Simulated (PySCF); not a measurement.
# AlBrClF: electronic excitations at several levels of theory

How much do the electronic excitations of AlBrClF (`[F][Al]([Cl])[Br]`) depend on the level of theory, and what does each level cost?

Programs: PySCF 2.14.0, with density-fitted response routines of our own. Each step states its level of theory. These are calculated values for one molecule in the gas phase, unless marked as measured. Atoms count from 0, in the outputs and in this text.

### 1 The molecule as given

4 atoms, charge 0, multiplicity 1; geometry from: GFN2-xTB. The atoms were then displaced at random by about 0.01 Å, so the start is not that level's minimum.

Bonds of the start (Å): F0–Al1 1.63, Al1–Cl2 2.02, Al1–Br3 2.27.

### 2 Relaxing the molecule at PBE0-D3(BJ)/def2-SVP

Job settings and geometry (Å):

```
{"job": {"xc": "PBE0", "basis": "def2-SVP", "d3": "d3bj", "grid": 1, "shake": 0.01, "kind": "geom"}, "charge": 0, "multiplicity": 1}
F     -0.133430     1.693980    -0.000490
Al    -0.082210     0.069560    -0.007410
Cl    -1.779750    -1.032270    -0.009290
Br     2.033390    -0.756640    -0.015830
```

On the command line:

```console
OMP_NUM_THREADS=1 python probes_run.py task.json out
```

The driver reads the jobs from task.json and runs them one after another.

Standard output:

```text
step   0  E = -3375.57217152  max force = 0.032759
step   1  E = -3375.57447920  max force = 0.004236
step   2  E = -3375.57469101  max force = 0.001665
step   3  E = -3375.57476690  max force = 0.001911
step   4  E = -3375.57474999  max force = 0.001331
step   5  E = -3375.57477957  max force = 0.000524
step   6  E = -3375.57477884  max force = 0.000139
optimisation converged
```

It took 19 s on 1 thread of Arm Neoverse V1, shared host; peak memory 0.35 GiB.

Step by step:

| step | energy from step 0 (eV) | largest force component (eV/Å) |
| --- | --- | --- |
| 0 | 0.0000 | 1.6845 |
| 1 | -0.0628 | 0.2178 |
| 2 | -0.0686 | 0.0856 |
| 3 | -0.0706 | 0.0983 |
| 4 | -0.0702 | 0.0684 |
| 5 | -0.0710 | 0.0269 |
| 6 | -0.0709 | 0.0071 |

Distances of close pairs at the start and the end, largest changes first:

| bond | before (Å) | after (Å) | change (Å) |
| --- | --- | --- | --- |
| Al1–Cl2 | 2.024 | 2.076 | +0.052 |
| Al1–Br3 | 2.271 | 2.221 | -0.050 |
| F0–Al1 | 1.625 | 1.652 | +0.026 |

The final coordinates are the input of the step that follows.

| at the end point | value |
| --- | --- |
| point group (found at 0.08 Å tolerance) | Cs |
| rotational constants (GHz, main isotopes) | 4.302, 1.345, 1.025 |
| dipole moment (D) | 0.62 |

### 3 Excited states and response: PBE/def2-SVPD

Job settings and geometry (Å):

```
{"job": {"kind": "uv", "xc": "PBE", "basis": "def2-SVPD", "ip": true}, "charge": 0, "multiplicity": 1}
F     -0.087302     1.744609    -0.003230
Al    -0.026628     0.094024    -0.008843
Cl    -1.810205    -0.967574    -0.028049
Br     1.961531    -0.896570     0.006835
```

Method: TDDFT PBE/def2-SVPD, vertical, gas phase, core orbitals frozen in the response.

Standard output:

```text
coarse grid: 25304 points
cycle   1  E = -3375.3604544418  dE = -7.885e-01  |g| = 6.412e-01  |ddm| = 2.495e+00
cycle   2  E = -3374.9454750998  dE =  4.150e-01  |g| = 1.666e+00  |ddm| = 1.890e+00
cycle   3  E = -3375.4348235008  dE = -4.893e-01  |g| = 1.556e-01  |ddm| = 1.271e+00
cycle   4  E = -3375.4399004717  dE = -5.077e-03  |g| = 8.244e-02  |ddm| = 2.960e-01
cycle   5  E = -3375.4416218995  dE = -1.721e-03  |g| = 1.820e-02  |ddm| = 1.037e-01
cycle   6  E = -3375.4416946439  dE = -7.274e-05  |g| = 5.066e-03  |ddm| = 2.112e-02
cycle   7  E = -3375.4417005909  dE = -5.947e-06  |g| = 1.600e-03  |ddm| = 5.978e-03
final grid: 48320 points
cycle   8  E = -3375.4416166239  dE =  1.662e-06  |g| = 3.445e-03  |ddm| = 4.551e-03
cycle   9  E = -3375.4416087740  dE =  7.850e-06  |g| = 7.521e-03  |ddm| = 8.380e-03
cycle  10  E = -3375.4416188465  dE = -1.007e-05  |g| = 3.881e-04  |ddm| = 5.353e-03
cycle  11  E = -3375.4416188943  dE = -4.777e-08  |g| = 3.553e-05  |ddm| = 5.339e-04
cycle  12  E = -3375.4416188945  dE = -1.996e-10  |g| = 7.002e-06  |ddm| = 3.466e-05
converged SCF energy = -3375.4416188945

Static polarisability (au): isotropic 59.442, principal 48.858 55.626 73.840

Singlet excitations
state   eV       nm        f      main configurations
  1   5.5006    225.4   0.01254   H->L 1.00
  2   5.7283    216.4   0.01470   H-1->L 1.00
  3   6.0094    206.3   0.00001   H->L+1 1.00
  4   6.2545    198.2   0.02390   H-2->L 0.96
  5   6.4197    193.1   0.03818   H-3->L 0.99
  6   6.5352    189.7   0.03261   H-1->L+1 0.84, H-4->L 0.10
  7   6.7544    183.6   0.00093   H-2->L+1 1.00
  8   7.1928    172.4   0.02040   H-3->L+1 0.79, H-4->L 0.12
  9   7.4112    167.3   0.22526   H-4->L 0.66, H-3->L+1 0.13
 10   7.6292    162.5   0.00054   H-4->L+1 0.99

Triplet excitations (Tamm-Dancoff, eV): 5.2649 5.4570 5.8886 5.9271
Vertical ionisation energy (delta-SCF) = 11.6317 eV
Vertical electron affinity (delta-SCF) = 0.3840 eV
```

Run time: 42 s. Hardware: 1 thread of Arm Neoverse V1, shared host; peak memory 0.38 GiB.

The orbitals next to the gap, with their largest atomic shares:

| orbital | eV | atoms |
| --- | --- | --- |
| HOMO−3 | -8.80 | Cl2 82 %, Al1 10 %, Br3 5 % |
| HOMO−2 | -8.63 | Cl2 76 %, Br3 13 %, Al1 10 % |
| HOMO−1 | -8.13 | Br3 83 %, Al1 9 %, Cl2 7 % |
| HOMO | -7.88 | Br3 80 %, Cl2 13 %, Al1 4 % |
| LUMO | -2.49 | Al1 49 %, Br3 23 %, Cl2 18 % |
| LUMO+1 | -1.90 | Al1 48 %, Br3 22 %, Cl2 18 % |
| LUMO+2 | 0.22 | Al1 52 %, Br3 25 %, Cl2 16 % |

With each of the 10 states as a Gaussian band of 0.4 eV half-width at 1/e, the curve within the window shown has maxima at 192 nm (ε 3,700), 167 nm (ε 9,800) L/(mol cm). Beyond the last state computed it falls off for lack of states. The curve at chosen wavelengths:

(nm, ε (L/mol/cm)): (156, 1745), (160, 4961), (164, 8587), (168, 9725), (171, 8437), (175, 5529), (179, 3411), (183, 2847), (187, 3222), (191, 3630), (194, 3629), (198, 3192), (202, 2513), (206, 1899), (210, 1500), (214, 1296), (217, 1211), (221, 1111), (225, 977), (229, 804), (233, 615), (237, 437), (240, 323), (244, 204), (248, 121), (252, 68)

Further results of this job:

| property | computed |
| --- | --- |
| dipole moment (D) | 0.78 |
| polarisability (Å³) | 8.81 |
| HOMO–LUMO gap (eV) | 5.39 |
| −ε(HOMO) (eV) | 7.88 |

### 4 Ultraviolet spectrum: B3LYP/def2-SVPD

Job settings and geometry (Å):

```
{"job": {"kind": "uv", "xc": "B3LYP", "basis": "def2-SVPD", "ip": true}, "charge": 0, "multiplicity": 1}
F     -0.087302     1.744609    -0.003230
Al    -0.026628     0.094024    -0.008843
Cl    -1.810205    -0.967574    -0.028049
Br     1.961531    -0.896570     0.006835
```

Method: TDDFT B3LYP/def2-SVPD, vertical, gas phase, core orbitals frozen in the response.

Standard output:

```text
coarse grid: 25304 points
cycle   1  E = -3376.2302853225  dE = -8.161e-01  |g| = 6.285e-01  |ddm| = 2.399e+00
cycle   2  E = -3376.0602676577  dE =  1.700e-01  |g| = 1.191e+00  |ddm| = 1.541e+00
cycle   3  E = -3376.3078352304  dE = -2.476e-01  |g| = 9.137e-02  |ddm| = 9.098e-01
cycle   4  E = -3376.3096224885  dE = -1.787e-03  |g| = 3.895e-02  |ddm| = 1.563e-01
cycle   5  E = -3376.3100059264  dE = -3.834e-04  |g| = 6.477e-03  |ddm| = 4.581e-02
cycle   6  E = -3376.3100132299  dE = -7.303e-06  |g| = 1.334e-03  |ddm| = 7.213e-03
final grid: 48320 points
cycle   7  E = -3376.3099428267  dE =  2.681e-07  |g| = 1.776e-03  |ddm| = 3.572e-03
cycle   8  E = -3376.3099420865  dE =  7.402e-07  |g| = 2.661e-03  |ddm| = 4.417e-03
cycle   9  E = -3376.3099435788  dE = -1.492e-06  |g| = 2.524e-04  |ddm| = 2.375e-03
cycle  10  E = -3376.3099435940  dE = -1.520e-08  |g| = 3.708e-05  |ddm| = 2.903e-04
cycle  11  E = -3376.3099435942  dE = -1.814e-10  |g| = 2.515e-06  |ddm| = 3.369e-05
converged SCF energy = -3376.3099435942

Static polarisability (au): isotropic 57.031, principal 47.270 53.311 70.512

Singlet excitations
state   eV       nm        f      main configurations
  1   5.9231    209.3   0.01699   H->L 0.99
  2   6.1265    202.4   0.01819   H-1->L 0.99
  3   6.4453    192.4   0.00003   H->L+1 1.00
  4   6.7507    183.7   0.02596   H-2->L 0.92
  5   6.9253    179.0   0.04888   H-3->L 0.98
  6   6.9686    177.9   0.04204   H-1->L+1 0.81, H-4->L 0.10
  7   7.2548    170.9   0.00135   H-2->L+1 0.99
  8   7.7158    160.7   0.02034   H-3->L+1 0.81, H-4->L 0.10
  9   7.9585    155.8   0.30181   H-4->L 0.70, H-3->L+1 0.11
 10   8.1324    152.5   0.00113   H-4->L+1 0.98

Triplet excitations (Tamm-Dancoff, eV): 5.6589 5.8377 6.3245 6.3411
Vertical ionisation energy (delta-SCF) = 11.4004 eV
Vertical electron affinity (delta-SCF) = 0.3198 eV
```

Wall time 37 s (1 thread of Arm Neoverse V1, shared host); peak memory 0.52 GiB.

Key values: HOMO -8.90 eV, LUMO -1.95 eV; lowest singlet 5.92 eV.

### 5 Ultraviolet spectrum: PBE0/def2-SVPD

Job settings and geometry (Å):

```
{"job": {"kind": "uv", "xc": "PBE0", "basis": "def2-SVPD", "ip": true}, "charge": 0, "multiplicity": 1}
F     -0.087302     1.744609    -0.003230
Al    -0.026628     0.094024    -0.008843
Cl    -1.810205    -0.967574    -0.028049
Br     1.961531    -0.896570     0.006835
```

Method: TDDFT PBE0/def2-SVPD, vertical, gas phase, core orbitals frozen in the response.

Standard output:

```text
coarse grid: 25304 points
cycle   1  E = -3375.5221905782  dE = -8.345e-01  |g| = 5.893e-01  |ddm| = 2.413e+00
cycle   2  E = -3375.4145715601  dE =  1.076e-01  |g| = 1.005e+00  |ddm| = 1.343e+00
cycle   3  E = -3375.5912007235  dE = -1.766e-01  |g| = 7.132e-02  |ddm| = 7.538e-01
cycle   4  E = -3375.5922741336  dE = -1.073e-03  |g| = 2.915e-02  |ddm| = 1.206e-01
cycle   5  E = -3375.5924976732  dE = -2.235e-04  |g| = 4.670e-03  |ddm| = 3.484e-02
cycle   6  E = -3375.5925014663  dE = -3.793e-06  |g| = 9.232e-04  |ddm| = 5.273e-03
final grid: 48320 points
cycle   7  E = -3375.5924341726  dE =  2.842e-08  |g| = 1.079e-03  |ddm| = 2.611e-03
cycle   8  E = -3375.5924340345  dE =  1.381e-07  |g| = 1.379e-03  |ddm| = 2.821e-03
cycle   9  E = -3375.5924344717  dE = -4.373e-07  |g| = 1.287e-04  |ddm| = 1.442e-03
cycle  10  E = -3375.5924344752  dE = -3.482e-09  |g| = 2.135e-05  |ddm| = 1.330e-04
cycle  11  E = -3375.5924344753  dE = -5.139e-11  |g| = 2.230e-06  |ddm| = 1.801e-05
converged SCF energy = -3375.5924344753

Static polarisability (au): isotropic 56.113, principal 46.704 52.457 69.178

Singlet excitations
state   eV       nm        f      main configurations
  1   6.1933    200.2   0.01863   H->L 0.99
  2   6.3786    194.4   0.02081   H-1->L 0.99
  3   6.6517    186.4   0.00003   H->L+1 0.99
  4   7.0270    176.4   0.02070   H-2->L 0.82, H-1->L+1 0.16
  5   7.1822    172.6   0.05635   H-1->L+1 0.73, H-2->L 0.15, H-4->L 0.08
  6   7.1886    172.5   0.05313   H-3->L 0.98
  7   7.4757    165.8   0.00145   H-2->L+1 0.99
  8   7.9278    156.4   0.01817   H-3->L+1 0.84, H-4->L 0.08
  9   8.1991    151.2   0.30091   H-4->L 0.72, H-3->L+1 0.08
 10   8.3311    148.8   0.00137   H-4->L+1 0.98

Triplet excitations (Tamm-Dancoff, eV): 5.9022 6.0489 6.4641 6.5154
Vertical ionisation energy (delta-SCF) = 11.4925 eV
Vertical electron affinity (delta-SCF) = 0.2578 eV
```

It took 45 s on 1 thread of Arm Neoverse V1, shared host; peak memory 0.5 GiB.

Key values: HOMO -9.20 eV, LUMO -1.68 eV; lowest singlet 6.19 eV.

### 6 Excited states and response: BHandHLYP/def2-SVPD

Job settings and geometry (Å):

```
{"job": {"kind": "uv", "xc": "BHandHLYP", "basis": "def2-SVPD", "ip": true}, "charge": 0, "multiplicity": 1}
F     -0.087302     1.744609    -0.003230
Al    -0.026628     0.094024    -0.008843
Cl    -1.810205    -0.967574    -0.028049
Br     1.961531    -0.896570     0.006835
```

Level: TDDFT BHandHLYP/def2-SVPD, vertical, gas phase, core orbitals frozen in the response.

Standard output:

```text
coarse grid: 25304 points
cycle   1  E = -3376.1388816571  dE = -8.677e-01  |g| = 5.798e-01  |ddm| = 2.322e+00
cycle   2  E = -3376.1207720976  dE =  1.811e-02  |g| = 7.159e-01  |ddm| = 1.128e+00
cycle   3  E = -3376.2101312408  dE = -8.936e-02  |g| = 4.575e-02  |ddm| = 5.385e-01
cycle   4  E = -3376.2105853202  dE = -4.541e-04  |g| = 1.833e-02  |ddm| = 7.798e-02
cycle   5  E = -3376.2106820959  dE = -9.678e-05  |g| = 3.125e-03  |ddm| = 2.212e-02
cycle   6  E = -3376.2106839239  dE = -1.828e-06  |g| = 6.259e-04  |ddm| = 3.963e-03
final grid: 48320 points
cycle   7  E = -3376.2106361097  dE = -9.662e-08  |g| = 4.724e-04  |ddm| = 1.259e-03
cycle   8  E = -3376.2106361209  dE = -1.124e-08  |g| = 4.090e-04  |ddm| = 8.708e-04
cycle   9  E = -3376.2106361446  dE = -2.370e-08  |g| = 3.540e-05  |ddm| = 3.777e-04
cycle  10  E = -3376.2106361449  dE = -2.797e-10  |g| = 1.589e-05  |ddm| = 3.953e-05
converged SCF energy = -3376.2106361449

Static polarisability (au): isotropic 53.909, principal 45.261 50.389 66.078

Singlet excitations
state   eV       nm        f      main configurations
  1   6.6235    187.2   0.02472   H->L 0.95
  2   6.7892    182.6   0.02539   H-1->L 0.94
  3   7.1066    174.5   0.00011   H->L+1 0.98
  4   7.5201    164.9   0.01523   H-2->L 0.59, H-1->L+1 0.35
  5   7.6570    161.9   0.07655   H-1->L+1 0.53, H-2->L 0.33
  6   7.7156    160.7   0.06732   H-3->L 0.93
  7   8.0039    154.9   0.00233   H-2->L+1 0.97
  8   8.4809    146.2   0.03122   H-3->L+1 0.75, H-4->L 0.14
  9   8.6583    143.2   0.32415   H-4->L 0.65, H-3->L+1 0.15
 10   8.8021    140.9   0.00140   H-4->L+1 0.96

Triplet excitations (Tamm-Dancoff, eV): 6.3005 6.4392 6.8904 6.9695
Vertical ionisation energy (delta-SCF) = 11.6583 eV
```

Run time: 41 s. Hardware: 1 thread of Arm Neoverse V1, shared host; peak memory 0.5 GiB.

This run: HOMO -10.33 eV, LUMO -0.97 eV; lowest singlet 6.62 eV.

### 7 TDDFT and polarisability: CAM-B3LYP/def2-SVPD

Job settings and geometry (Å):

```
{"job": {"kind": "uv", "xc": "CAM-B3LYP", "basis": "def2-SVPD", "ip": true}, "charge": 0, "multiplicity": 1}
F     -0.087302     1.744609    -0.003230
Al    -0.026628     0.094024    -0.008843
Cl    -1.810205    -0.967574    -0.028049
Br     1.961531    -0.896570     0.006835
```

With the program's defaults for keys left out, this is: TDDFT CAM-B3LYP/def2-SVPD, vertical, gas phase, core orbitals frozen in the response.

Standard output:

```text
coarse grid: 25304 points
cycle   1  E = -3376.2908723468  dE = -8.523e-01  |g| = 6.138e-01  |ddm| = 2.317e+00
cycle   2  E = -3376.2473439310  dE =  4.353e-02  |g| = 8.582e-01  |ddm| = 1.271e+00
cycle   3  E = -3376.3703578310  dE = -1.230e-01  |g| = 6.615e-02  |ddm| = 6.191e-01
cycle   4  E = -3376.3713466467  dE = -9.888e-04  |g| = 2.050e-02  |ddm| = 9.888e-02
cycle   5  E = -3376.3714652232  dE = -1.186e-04  |g| = 4.632e-03  |ddm| = 2.554e-02
cycle   6  E = -3376.3714696687  dE = -4.445e-06  |g| = 9.399e-04  |ddm| = 6.373e-03
final grid: 48320 points
cycle   7  E = -3376.3714008266  dE = -2.697e-07  |g| = 7.267e-04  |ddm| = 1.892e-03
cycle   8  E = -3376.3714008572  dE = -3.060e-08  |g| = 6.315e-04  |ddm| = 1.308e-03
cycle   9  E = -3376.3714009037  dE = -4.645e-08  |g| = 4.657e-05  |ddm| = 5.486e-04
cycle  10  E = -3376.3714009044  dE = -7.853e-10  |g| = 3.643e-05  |ddm| = 8.194e-05
cycle  11  E = -3376.3714009048  dE = -3.129e-10  |g| = 5.001e-06  |ddm| = 4.856e-05
converged SCF energy = -3376.3714009048

Static polarisability (au): isotropic 55.728, principal 46.465 52.272 68.447

Singlet excitations
state   eV       nm        f      main configurations
  1   6.3420    195.5   0.02157   H->L 0.95
  2   6.5271    190.0   0.02169   H-1->L 0.94
  3   6.8359    181.4   0.00006   H->L+1 0.98
  4   7.2163    171.8   0.02534   H-2->L 0.77, H-1->L+1 0.18
  5   7.3774    168.1   0.05454   H-1->L+1 0.69, H-2->L 0.15, H-4->L 0.10
  6   7.3988    167.6   0.06029   H-3->L 0.93
  7   7.6855    161.3   0.00215   H-2->L+1 0.97
  8   8.1681    151.8   0.03975   H-3->L+1 0.72, H-4->L 0.15
  9   8.3475    148.5   0.32596   H-4->L 0.62, H-3->L+1 0.18
 10   8.4757    146.3   0.00137   H-4->L+1 0.97

Triplet excitations (Tamm-Dancoff, eV): 6.0333 6.1977 6.6919 6.7062
Vertical ionisation energy (delta-SCF) = 11.6987 eV
Vertical electron affinity (delta-SCF) = 0.2058 eV
```

It took 56 s on 1 thread of Arm Neoverse V1, shared host; peak memory 0.54 GiB.

In short: HOMO -10.51 eV, LUMO -0.86 eV; lowest singlet 6.34 eV.

### 8 Excited states and response: wB97X-D/def2-SVPD

Job settings and geometry (Å):

```
{"job": {"kind": "uv", "xc": "wB97X-D", "basis": "def2-SVPD", "ip": true}, "charge": 0, "multiplicity": 1}
F     -0.087302     1.744609    -0.003230
Al    -0.026628     0.094024    -0.008843
Cl    -1.810205    -0.967574    -0.028049
Br     1.961531    -0.896570     0.006835
```

With the program's defaults for keys left out, this is: TDDFT wB97X-D/def2-SVPD, vertical, gas phase, core orbitals frozen in the response.

Standard output:

```text
coarse grid: 25304 points
cycle   1  E = -3376.1865178266  dE = -8.724e-01  |g| = 6.209e-01  |ddm| = 2.304e+00
cycle   2  E = -3376.1737601969  dE =  1.276e-02  |g| = 7.667e-01  |ddm| = 1.159e+00
cycle   3  E = -3376.2701995404  dE = -9.644e-02  |g| = 5.974e-02  |ddm| = 5.120e-01
cycle   4  E = -3376.2710658943  dE = -8.664e-04  |g| = 1.922e-02  |ddm| = 8.989e-02
cycle   5  E = -3376.2711911678  dE = -1.253e-04  |g| = 4.122e-03  |ddm| = 3.138e-02
cycle   6  E = -3376.2711966201  dE = -5.452e-06  |g| = 1.137e-03  |ddm| = 7.559e-03
final grid: 48320 points
cycle   7  E = -3376.2710330629  dE = -8.061e-07  |g| = 1.241e-03  |ddm| = 3.478e-03
cycle   8  E = -3376.2710331631  dE = -1.002e-07  |g| = 1.178e-03  |ddm| = 2.353e-03
cycle   9  E = -3376.2710333944  dE = -2.313e-07  |g| = 1.657e-04  |ddm| = 8.891e-04
cycle  10  E = -3376.2710334007  dE = -6.351e-09  |g| = 4.464e-05  |ddm| = 1.712e-04
cycle  11  E = -3376.2710334020  dE = -1.272e-09  |g| = 1.141e-05  |ddm| = 1.274e-04
cycle  12  E = -3376.2710334020  dE = -3.820e-11  |g| = 2.252e-06  |ddm| = 1.926e-05
converged SCF energy = -3376.2710334020

Static polarisability (au): isotropic 55.486, principal 46.482 51.940 68.037

Singlet excitations
state   eV       nm        f      main configurations
  1   6.5345    189.7   0.02336   H->L 0.94
  2   6.7040    184.9   0.02489   H-1->L 0.94
  3   6.9833    177.5   0.00003   H->L+1 0.98
  4   7.3728    168.2   0.02279   H-2->L 0.71, H-1->L+1 0.23
  5   7.5164    165.0   0.06332   H-1->L+1 0.65, H-2->L 0.20, H-4->L 0.08
  6   7.5343    164.6   0.06596   H-3->L 0.93
  7   7.8084    158.8   0.00174   H-2->L+1 0.97
  8   8.2659    150.0   0.02741   H-3->L+1 0.79, H-4->L 0.11
  9   8.5019    145.8   0.34339   H-4->L 0.66, H-3->L+1 0.12
 10   8.6014    144.1   0.00103   H-4->L+1 0.97

Triplet excitations (Tamm-Dancoff, eV): 6.2373 6.4332 6.8756 6.8960
Vertical ionisation energy (delta-SCF) = 11.6854 eV
Vertical electron affinity (delta-SCF) = 0.0050 eV
```

Run time: 54 s. Hardware: 1 thread of Arm Neoverse V1, shared host; peak memory 0.5 GiB.

This run: HOMO -11.08 eV, LUMO -0.01 eV; lowest singlet 6.53 eV.

### 9 Excited states and response: LC-wPBE/def2-SVPD

Job settings and geometry (Å):

```
{"job": {"kind": "uv", "xc": "LC-wPBE", "basis": "def2-SVPD", "ip": true}, "charge": 0, "multiplicity": 1}
F     -0.087302     1.744609    -0.003230
Al    -0.026628     0.094024    -0.008843
Cl    -1.810205    -0.967574    -0.028049
Br     1.961531    -0.896570     0.006835
```

Method: TDDFT LC-wPBE/def2-SVPD, vertical, gas phase, core orbitals frozen in the response.

Standard output:

```text
coarse grid: 25304 points
cycle   1  E = -3375.5418196091  dE = -8.864e-01  |g| = 6.265e-01  |ddm| = 2.330e+00
cycle   2  E = -3375.5509018613  dE = -9.082e-03  |g| = 6.943e-01  |ddm| = 1.099e+00
cycle   3  E = -3375.6275553038  dE = -7.665e-02  |g| = 6.408e-02  |ddm| = 4.542e-01
cycle   4  E = -3375.6285420955  dE = -9.868e-04  |g| = 1.772e-02  |ddm| = 8.722e-02
cycle   5  E = -3375.6286729119  dE = -1.308e-04  |g| = 3.540e-03  |ddm| = 3.546e-02
cycle   6  E = -3375.6286785097  dE = -5.598e-06  |g| = 1.211e-03  |ddm| = 8.055e-03
final grid: 48320 points
cycle   7  E = -3375.6284331601  dE = -5.061e-07  |g| = 7.353e-04  |ddm| = 2.104e-03
cycle   8  E = -3375.6284332406  dE = -8.049e-08  |g| = 5.470e-04  |ddm| = 1.121e-03
cycle   9  E = -3375.6284332756  dE = -3.503e-08  |g| = 8.437e-05  |ddm| = 3.956e-04
cycle  10  E = -3375.6284332803  dE = -4.623e-09  |g| = 6.354e-05  |ddm| = 1.882e-04
cycle  11  E = -3375.6284332815  dE = -1.224e-09  |g| = 5.219e-06  |ddm| = 1.004e-04
cycle  12  E = -3375.6284332815  dE = -4.093e-11  |g| = 2.259e-06  |ddm| = 1.353e-05
converged SCF energy = -3375.6284332815

Static polarisability (au): isotropic 54.186, principal 45.524 51.026 66.009

Singlet excitations
state   eV       nm        f      main configurations
  1   6.9879    177.4   0.02754   H->L 0.84
  2   7.1259    174.0   0.02910   H-1->L 0.84
  3   7.3705    168.2   0.00009   H->L+1 0.95
  4   7.8256    158.4   0.01114   H-1->L+1 0.63, H-2->L 0.25
  5   7.9775    155.4   0.09061   H-2->L 0.56, H-1->L+1 0.23
  6   8.0353    154.3   0.06854   H-3->L 0.82, H-3->L+2 0.09
  7   8.2439    150.4   0.00258   H-2->L+1 0.94
  8   8.7128    142.3   0.04663   H-3->L+1 0.69, H-4->L 0.16
  9   8.8840    139.6   0.34622   H-4->L 0.56, H-3->L+1 0.19
 10   8.9262    138.9   0.00213   H-4->L+1 0.95

Triplet excitations (Tamm-Dancoff, eV): 6.6110 6.7102 7.0722 7.2162
Vertical ionisation energy (delta-SCF) = 11.8588 eV
```

It took 51 s on 1 thread of Arm Neoverse V1, shared host; peak memory 0.47 GiB.

Key values: HOMO -11.94 eV, LUMO 0.26 eV; lowest singlet 6.99 eV.

[end of part 1 of 2]
